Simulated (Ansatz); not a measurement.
**CH2Se: how energies converge with the basis set**

An exercise on one series of results from a longer session: the logs are not shown, and one member is left open.

Program: Ansatz 0.2.0, Gaussian basis. Level of theory: one geometry, several basis sets. These are calculated values, not measurements.

Plan: PBE0-D4/def2-SVP; ωB97M-V/def2-SVP; PBE0-D4/def2-QZVPP; ωB97M-V/def2-QZVPP; the functionals' def2-TZVPP values are taken from earlier runs.

## The geometry

An earlier PBE0-D4 in a triple-zeta def2 set relaxation fixed the geometry.

SMILES `C=[Se]`, 4 atoms, charge 0, spin multiplicity 1.

Atoms are counted from 1 here; the program's logs count them from 0.

Bond lengths: C1–Se2 1.741 Å, C1–H3 1.087 Å, C1–H4 1.087 Å. Angles: Se2–C1–H3 121.8°, Se2–C1–H4 121.8°, H3–C1–H4 116.4°.

The first run:

in.yaml

```yaml
crystal:
  periodic: [false, false, false]
  atoms:
    - {symbol: C, position_ang: [-0.115632, -0.042483, -0.073025]}
    - {symbol: Se, position_ang: [1.399181, 0.278124, 0.722295]}
    - {symbol: H, position_ang: [-0.564581, -1.032773, -0.072147]}
    - {symbol: H, position_ang: [-0.663369, 0.736832, -0.597321]}
basis:
  gaussian: {orbitals: def2-SVP}
hamiltonian: {xc: pbe0, dispersion: d4}
output: {orbitals: {seedname: orbitals}}
```

Run with:

```bash
> ansatz run in.yaml --threads 2 --pin off --events-out ev --progress --plain --max-ram 4352MiB
```

Among the steps run: PBE0-D4 in def2-SVP; ωB97M-V in def2-SVP; PBE0-D4 in def2-QZVPP; ωB97M-V in def2-QZVPP.

One of the session's tables, all rows but one given; the rest of the session is left out.

It belongs to the step «Density functionals: the series». 

```
functional       basis  HOMO (eV)  LUMO (eV)
   PBE0-D4    def2-SVP      -6.28      -2.64
   PBE0-D4  def2-TZVPP      -6.43      -2.78
   PBE0-D4  def2-QZVPP      -6.45      -2.80
   ωB97M-V    def2-SVP          ?          ?
   ωB97M-V  def2-TZVPP      -8.60      -0.63
   ωB97M-V  def2-QZVPP      -8.63      -0.67
```

**Question.** Estimate the row for ωB97M-V, def2-SVP.

**Answer.** HOMO (eV): -8.44; LUMO (eV): -0.41. In the column «HOMO (eV)» it lies between ωB97M-V, def2-TZVPP (-8.60) and PBE0-D4, def2-QZVPP (-6.45).
